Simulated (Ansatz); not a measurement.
# B₂O: an internal coordinate against the cell, part 2 of 2

How does the energy of B₂O (P-3m1, No. 164; 6 atoms in the cell) change over two coordinates at once? A grid of runs gives the map.

Ansatz 0.2.0; DFT PBE+D3(BJ), scalar-relativistic, plane waves, PAW. The steps go on from the part before.

### Step 8. Grid point (−0.189 Å, 9.558 Å³)

input.yaml

```yaml
crystal:
  lattice:
    - [2.592196638, 0.0, 0.0]
    - [-1.296098319, 2.2449081401, 0.0]
    - [0.0, 0.0, 9.8548894957]
  atoms:
    - { symbol: B, position: [0.0, 0.0, 0.4099026039] }
    - { symbol: B, position: [0.0, 0.0, 0.5900973961] }
    - { symbol: B, position: [0.6666666667, 0.3333333333, 0.0098167991] }
    - { symbol: B, position: [0.3333333333, 0.6666666667, 0.9901832009] }
    - { symbol: O, position: [0.6666666667, 0.3333333333, 0.3525784977] }
    - { symbol: O, position: [0.3333333333, 0.6666666667, 0.6474215023] }
basis:
  ecutwfc: 520.0
kpoints:
  mp_grid: { grid: [18, 18, 4] }
hamiltonian:
  xc: pbe
  dispersion: d3bj
scf:
  occupations: { method: gaussian, width: 0.15 }
output:
  forces: true
  stress: true
  eigenvalues: true
```

Run with:

```sh
> ansatz run input.yaml --threads 2 --pin off --max-ram 4096MiB --backend cpu --events-out ev --progress --plain --runs-dir out
```

Log, shortened:

```text
[...]
SCF converged after 7 iterations
Free energy (F): -1757.049407 eV
[...]
E sigma→0 (E₀):  -1757.046870 eV
Entropy (-TS):   -0.005073 eV (-0.845 meV/atom)
Fermi energy:    5.536000 eV
[...]
--- Forces (eV/Å), atoms counted from 1 ---
  atom   1  B      0.00000000     0.00000000     0.13167619
  atom   2  B     -0.00000000    -0.00000000    -0.13167619
  atom   3  B      0.00000000     0.00000000     0.51746299
  atom   4  B     -0.00000000    -0.00000000    -0.51746299
  atom   5  O      0.00000000     0.00000000     0.41469932
  atom   6  O     -0.00000000    -0.00000000    -0.41469932
[...]
--- Stress (GPa, compression-positive) ---
        6.189420      -0.000000       0.000000
       -0.000000       6.189420       0.000000
        0.000000       0.000000      -4.246449
  P = ⅓ Tr σ = 2.7108 GPa (27.108 kbar)
--- Band table (eV; the first three rows and the last of 138) ---
  k-point 0: bands = ["-17.5399", "-17.0627", "-6.2703", "-4.5184", "-0.3866", "0.5857", "0.5857", "0.6802", "0.6802", "1.9446", "4.1657", "8.5742", "8.5742", "9.9132", "10.4608", "12.0399", "12.0399"]
[...]
```

Run time: 5.3 s. Hardware: 2 threads of Arm Neoverse V1, shared host; peak memory 0.43 GiB.

That is 23 meV/atom from the zero.

### Step 9. Point (−0.151 Å, 7.784 Å³)

input.yaml

```yaml
crystal:
  lattice:
    - [2.4207310644, 0.0, 0.0]
    - [-1.2103655322, 2.0964145975, 0.0]
    - [0.0, 0.0, 9.2030198593]
  atoms:
    - { symbol: B, position: [0.0, 0.0, 0.4099026039] }
    - { symbol: B, position: [0.0, 0.0, 0.5900973961] }
    - { symbol: B, position: [0.6666666667, 0.3333333333, 0.0137226966] }
    - { symbol: B, position: [0.3333333333, 0.6666666667, 0.9862773034] }
    - { symbol: O, position: [0.6666666667, 0.3333333333, 0.3525784977] }
    - { symbol: O, position: [0.3333333333, 0.6666666667, 0.6474215023] }
basis:
  ecutwfc: 520.0
kpoints:
  mp_grid: { grid: [18, 18, 4] }
hamiltonian:
  xc: pbe
  dispersion: d3bj
scf:
  occupations: { method: gaussian, width: 0.15 }
output:
  forces: true
  stress: true
  eigenvalues: true
```

Run with:

```sh
> ansatz run input.yaml --threads 2 --pin off --max-ram 4096MiB --backend cpu --events-out ev --progress --plain --runs-dir out
```

Log, shortened:

```text
Warning: RAYON_NUM_THREADS=2 ignored (pool sized by the plan → 2); use --threads N
[...]
Pseudopotentials: kind: paw
Pseudopotential: B, paw, valence charge 3, recommended cutoff 420 eV (normal), B.paw.azcp
Pseudopotential: O, paw, valence charge 6, recommended cutoff 420 eV (normal), O.paw.azcp
Functional definition: PBE
[...]
Crystal: 6 atoms, lattice volume = 46.704 Å³
Basis set: ecut = 520 eV, 1265 PW (Γ), exchange–correlation on 40×40×144 points (8 copies of the dense FFT grid, shifted against one another)
Bands: 18, of which v1, the nominal top of the filled ones, is band 12 counted from 1 (11 counted from 0)
Symmetry: 12 space group operations
Space group: P-3m1 (ITA 164), of the structure as read, at distance tolerance 3.6e-5 Å
k-points: 138 of 1296
[...]
SCF iter   1: F=—  HF=-1755.835750 eV  |F-HF|=—  |Δ(HF+E_count)|=         —  Δρ=1.96e-2  dr2=4.90e-1  ethr=1.77e-3  ⟨swp⟩=5.6  Hψ=13504  notcnv=0
[...]
SCF converged after 8 iterations
Free energy (F): -1755.624478 eV
[...]
E sigma→0 (E₀):  -1755.616599 eV
Entropy (-TS):   -0.015757 eV (-2.626 meV/atom)
Fermi energy:    7.861020 eV
[...]
--- Forces (eV/Å), atoms counted from 1 ---
  atom   1  B      0.00000000    -0.00000000    -0.34155814
  atom   2  B      0.00000000     0.00000000     0.34155814
  atom   3  B      0.00000000     0.00000000     2.83553043
  atom   4  B     -0.00000000    -0.00000000    -2.83553043
  atom   5  O     -0.00000000    -0.00000000    -1.62781865
  atom   6  O      0.00000000     0.00000000     1.62781865
[...]
--- Stress (GPa, compression-positive) ---
       65.576437      -0.000000       0.000000
        0.000000      65.576437       0.000000
        0.000000       0.000000      20.149679
  P = ⅓ Tr σ = 50.4342 GPa (504.342 kbar)
--- Band table (eV; the first three rows and the last of 138) ---
  k-point 0: bands = ["-17.1620", "-16.4523", "-5.1724", "-3.6721", "0.8291", "2.4794", "2.4794", "2.5896", "2.5896", "3.3018", "6.6119", "11.6364", "11.6364", "14.0031", "14.9175", "15.5187", "15.5187", "15.9810"]
[...]
```

It took 4.8 s on 2 threads of Arm Neoverse V1, shared host; peak memory 0.4 GiB.

That is 260 meV/atom from the zero.

### Step 10. Grid point (−0.151 Å, 8.798 Å³)

Edit input.yaml of step 9 so:

```diff
@@ -2,5 +2,5 @@
   lattice:
-    - [2.4207310644, 0.0, 0.0]
-    - [-1.2103655322, 2.0964145975, 0.0]
-    - [0.0, 0.0, 9.2030198593]
+    - [2.5215848518, 0.0, 0.0]
+    - [-1.2607924259, 2.1837565395, 0.0]
+    - [0.0, 0.0, 9.5864409761]
   atoms:
```

Run with:

```sh
> ansatz run input.yaml --threads 2 --pin off --max-ram 4096MiB --backend cpu --events-out ev --progress --plain --runs-dir out
```

Log, shortened:

```text
Warning: RAYON_NUM_THREADS=2 ignored (pool sized by the plan → 2); use --threads N
[...]
Pseudopotentials: kind: paw
Pseudopotential: B, paw, valence charge 3, recommended cutoff 420 eV (normal), B.paw.azcp
Pseudopotential: O, paw, valence charge 6, recommended cutoff 420 eV (normal), O.paw.azcp
Functional definition: PBE
[...]
Crystal: 6 atoms, lattice volume = 52.788 Å³
Basis set: ecut = 520 eV, 1463 PW (Γ), exchange–correlation on 40×40×144 points (8 copies of the dense FFT grid, shifted against one another)
Bands: 18, of which v1, the nominal top of the filled ones, is band 12 counted from 1 (11 counted from 0)
Symmetry: 12 space group operations
Space group: P-3m1 (ITA 164), of the structure as read, at distance tolerance 3.8e-5 Å
k-points: 138 of 1296
[...]
SCF iter   1: F=—  HF=-1756.946011 eV  |F-HF|=—  |Δ(HF+E_count)|=         —  Δρ=1.20e-2  dr2=2.22e-1  ethr=1.77e-3  ⟨swp⟩=5.8  Hψ=13245  notcnv=0
[...]
SCF converged after 8 iterations
Free energy (F): -1756.847736 eV
[...]
E sigma→0 (E₀):  -1756.841405 eV
Entropy (-TS):   -0.012661 eV (-2.110 meV/atom)
Fermi energy:    6.519572 eV
[...]
--- Forces (eV/Å), atoms counted from 1 ---
  atom   1  B      0.00000000     0.00000000    -0.05280084
  atom   2  B     -0.00000000    -0.00000000     0.05280084
  atom   3  B      0.00000000     0.00000000     1.32825728
  atom   4  B     -0.00000000     0.00000000    -1.32825728
  atom   5  O     -0.00000000     0.00000000    -0.28645084
  atom   6  O      0.00000000    -0.00000000     0.28645084
[...]
--- Stress (GPa, compression-positive) ---
       23.658030      -0.000000       0.000000
       -0.000000      23.658030       0.000000
        0.000000      -0.000000       3.561188
  P = ⅓ Tr σ = 16.9591 GPa (169.591 kbar)
--- Band table (eV; the first three rows and the last of 138) ---
  k-point 0: bands = ["-17.4009", "-16.8378", "-5.8199", "-4.1921", "0.0811", "1.2964", "1.2964", "1.3968", "1.3968", "2.5036", "5.1023", "9.9054", "9.9054", "11.8349", "11.9676", "13.3741", "13.3822", "13.3822"]
[...]
```

It took 5.4 s on 2 threads of Arm Neoverse V1, shared host; peak memory 0.41 GiB.

Energy on the map's scale: 56 meV/atom.

### Step 11. Grid point (0.151 Å, 9.812 Å³)

input.yaml

```yaml
crystal:
  lattice:
    - [2.614958379, 0.0, 0.0]
    - [-1.3074791895, 2.264620386, 0.0]
    - [0.0, 0.0, 9.9414239964]
  atoms:
    - { symbol: B, position: [0.0, 0.0, 0.4099026039] }
    - { symbol: B, position: [0.0, 0.0, 0.5900973961] }
    - { symbol: B, position: [0.6666666667, 0.3333333333, 0.0449698764] }
    - { symbol: B, position: [0.3333333333, 0.6666666667, 0.9550301236] }
    - { symbol: O, position: [0.6666666667, 0.3333333333, 0.3525784977] }
    - { symbol: O, position: [0.3333333333, 0.6666666667, 0.6474215023] }
basis:
  ecutwfc: 520.0
kpoints:
  mp_grid: { grid: [18, 18, 4] }
hamiltonian:
  xc: pbe
  dispersion: d3bj
scf:
  occupations: { method: gaussian, width: 0.15 }
output:
  forces: true
  stress: true
  eigenvalues: true
```

Run with:

```sh
> ansatz run input.yaml --threads 2 --pin off --max-ram 4096MiB --backend cpu --events-out ev --progress --plain --runs-dir out
```

Log, shortened:

```text
[...]
SCF converged after 7 iterations
Free energy (F): -1756.457913 eV
[...]
E sigma→0 (E₀):  -1756.452006 eV
Entropy (-TS):   -0.011815 eV (-1.969 meV/atom)
Fermi energy:    6.654927 eV
[...]
--- Forces (eV/Å), atoms counted from 1 ---
  atom   1  B      0.00000000     0.00000000     0.14868533
  atom   2  B      0.00000000    -0.00000000    -0.14868533
  atom   3  B     -0.00000000     0.00000000    -2.37814819
  atom   4  B      0.00000000    -0.00000000     2.37814819
  atom   5  O      0.00000000     0.00000000     0.65988978
  atom   6  O     -0.00000000    -0.00000000    -0.65988978
[...]
--- Stress (GPa, compression-positive) ---
      -24.695280       0.000000      -0.000000
       -0.000000     -24.695280       0.000000
       -0.000000       0.000000     -11.756094
  P = ⅓ Tr σ = -20.3822 GPa (-203.822 kbar)
--- Band table (eV; the first three rows and the last of 138) ---
  k-point 0: bands = ["-17.4031", "-16.9506", "-6.2147", "-4.4449", "-0.4816", "0.5527", "0.5527", "0.6454", "0.6454", "1.9462", "3.9062", "7.8918", "9.5598", "10.4265", "10.7878", "10.7878", "11.8117", "11.8117"]
[...]
```

Run time: 5.2 s. Hardware: 2 threads of Arm Neoverse V1, shared host; peak memory 0.43 GiB.

On the map this point reads 121 meV/atom.

### Step 12. All points together

121 points were computed. Energies in meV/atom, from the relaxed crystal:

| volume per atom at fixed shape (Å³) ↓, shift of B3 along [0 0 1], its symmetry partners moved alike (measured in the relaxed cell) (Å) → | −0.189 | −0.151 | −0.113 | −0.076 | −0.038 | 0.000 | 0.038 | 0.076 | 0.113 | 0.151 | 0.189 |
| --- | --- | --- | --- | --- | --- | --- | --- | --- | --- | --- | --- |
| 10.319 | 37 | 38 | 42 | 49 | 61 | 78 | 100 | 128 | 159 | 193 | 230 |
| 10.065 | 27 | 25 | 26 | 31 | 39 | 52 | 71 | 96 | 124 | 155 | 191 |
| 9.812 | 22 | 18 | 16 | 16 | 21 | 31 | 46 | 68 | 93 | 121 | 155 |
| 9.558 | 23 | 16 | 11 | 8 | 9 | 14 | 26 | 44 | 65 | 91 | 122 |
| 9.305 | 31 | 21 | 12 | 5 | 2 | 4 | 12 | 25 | 43 | 66 | 94 |
| 9.052 | 47 | 34 | 22 | 11 | 3 | 0 | 3 | 13 | 27 | 46 | 72 |
| 8.798 | 72 | 56 | 40 | 24 | 12 | 4 | 3 | 8 | 18 | 33 | 55 |
| 8.545 | 107 | 88 | 67 | 47 | 30 | 17 | 11 | 11 | 16 | 28 | 47 |
| 8.291 | 155 | 132 | 106 | 81 | 58 | 40 | 29 | 23 | 24 | 32 | 47 |
| 8.038 | 215 | 188 | 158 | 127 | 99 | 75 | 58 | 47 | 43 | 45 | 56 |
| 7.784 | 291 | 260 | 225 | 188 | 154 | 124 | 100 | 83 | 73 | 71 | 77 |

On the same grid, largest force on an atom (eV/Å):

| volume per atom at fixed shape (Å³) ↓, shift of B3 along [0 0 1], its symmetry partners moved alike (measured in the relaxed cell) (Å) → | −0.189 | −0.151 | −0.113 | −0.076 | −0.038 | 0.000 | 0.038 | 0.076 | 0.113 | 0.151 | 0.189 |
| --- | --- | --- | --- | --- | --- | --- | --- | --- | --- | --- | --- |
| 10.319 | 0.90 | 0.90 | 0.90 | 0.90 | 1.08 | 1.46 | 1.93 | 2.25 | 2.44 | 2.71 | 2.98 |
| 10.065 | 0.76 | 0.76 | 0.76 | 0.77 | 0.82 | 1.22 | 1.70 | 2.04 | 2.26 | 2.55 | 2.89 |
| 9.812 | 0.60 | 0.60 | 0.60 | 0.61 | 0.61 | 0.95 | 1.45 | 1.81 | 2.05 | 2.38 | 2.77 |
| 9.558 | 0.52 | 0.49 | 0.42 | 0.42 | 0.43 | 0.66 | 1.17 | 1.55 | 1.83 | 2.19 | 2.63 |
| 9.305 | 0.71 | 0.74 | 0.64 | 0.41 | 0.22 | 0.34 | 0.87 | 1.26 | 1.58 | 1.98 | 2.47 |
| 9.052 | 0.92 | 1.02 | 0.96 | 0.76 | 0.44 | 0.00 | 0.53 | 0.94 | 1.31 | 1.75 | 2.28 |
| 8.798 | 1.15 | 1.33 | 1.32 | 1.14 | 0.82 | 0.37 | 0.25 | 0.60 | 1.01 | 1.49 | 2.07 |
| 8.545 | 1.41 | 1.66 | 1.70 | 1.55 | 1.24 | 0.77 | 0.53 | 0.51 | 0.68 | 1.21 | 1.82 |
| 8.291 | 1.69 | 2.02 | 2.12 | 2.00 | 1.69 | 1.21 | 0.84 | 0.82 | 0.80 | 0.90 | 1.54 |
| 8.038 | 1.99 | 2.41 | 2.56 | 2.48 | 2.18 | 1.70 | 1.19 | 1.16 | 1.14 | 1.11 | 1.21 |
| 7.784 | 2.33 | 2.84 | 3.05 | 3.00 | 2.72 | 2.24 | 1.68 | 1.54 | 1.52 | 1.49 | 1.44 |

### Step 13. Summary of results

What follows sums up all 2 parts.

```
                       quantity                                                                                  value
                   lowest point                                                        (0.000 Å, 9.052 Å³), 0 meV/atom
         highest computed point                                    (−0.189 Å, 7.784 Å³), 291 meV/atom above the lowest
largest force on an atom (eV/Å)  0.00 at (0.000 Å, 9.052 Å³) to 3.05 at (−0.113 Å, 7.784 Å³); 0.00 at the lowest point
            time for all points                                                       11 min on 2 threads, shared host
```

**Reading.** The lowest computed point is at (0.000 Å, 9.052 Å³), which is the relaxed crystal itself. The grid shows no other well, apart from its symmetry copies. The highest computed point, (−0.189 Å, 7.784 Å³), lies 291 meV/atom above the lowest. Round the minimum the valley is strongly tilted: raising the first coordinate shifts the best value of volume per atom at fixed shape downwards (coupling k₁₂/√(k₁₁k₂₂) about 0.6). A rigid map gives upper bounds: relaxing the other coordinates can only lower a point. Spin polarisation is off in the runs that give these values; a magnetic solution could lie lower.
